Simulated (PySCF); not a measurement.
# CH8AsB: the cost of one run

The runs use PySCF 2.14.0, with density-fitted response routines of our own; the level of theory stands in each step. All values are computed, except where a source is named. Atoms are numbered from 0 throughout.

## 1. The molecule as given

11 atoms, charge 0, multiplicity 1; geometry from: GFN2-xTB. The atoms were then displaced at random by about 0.01 Å, so the start is not that level's minimum.

Bonds of the start (Å): B0–As1 2.06, As1–C2 1.96, B0–H3 1.20, B0–H4 1.23, B0–H5 1.15, As1–H6 1.49, As1–H7 1.48, C2–H8 1.08, C2–H9 1.11, C2–H10 1.08.

## 2. Geometry optimisation at PBE0-D3(BJ)/def2-SVP

The job: settings as JSON, then the geometry in Å.

```
{"job": {"xc": "PBE0", "basis": "def2-SVP", "d3": "d3bj", "grid": 1, "shake": 0.01, "kind": "geom"}, "charge": 0, "multiplicity": 1}
B      1.662890     0.458010    -0.620040
As     0.049200    -0.720340    -0.105660
C     -1.497860     0.243520     0.622850
H      1.937960     1.019640     0.407800
H      1.148380     1.211870    -1.437510
H      2.501160    -0.202970    -1.055830
H      0.170790    -1.805290     0.911410
H     -0.642970    -1.581890    -1.086010
H     -2.301120    -0.411900     0.915540
H     -1.158520     0.792830     1.528440
H     -1.831810     0.970680    -0.096670
```

Run with:

```console
> OMP_NUM_THREADS=1 python probes_run.py task.json out
```

The driver reads the jobs from task.json and runs them one after another.

**Question.** How long does this first job take on 1 thread of Arm Neoverse V1, shared host, and how much memory does it need?

About 28 s, with a peak of 0.42 GiB.
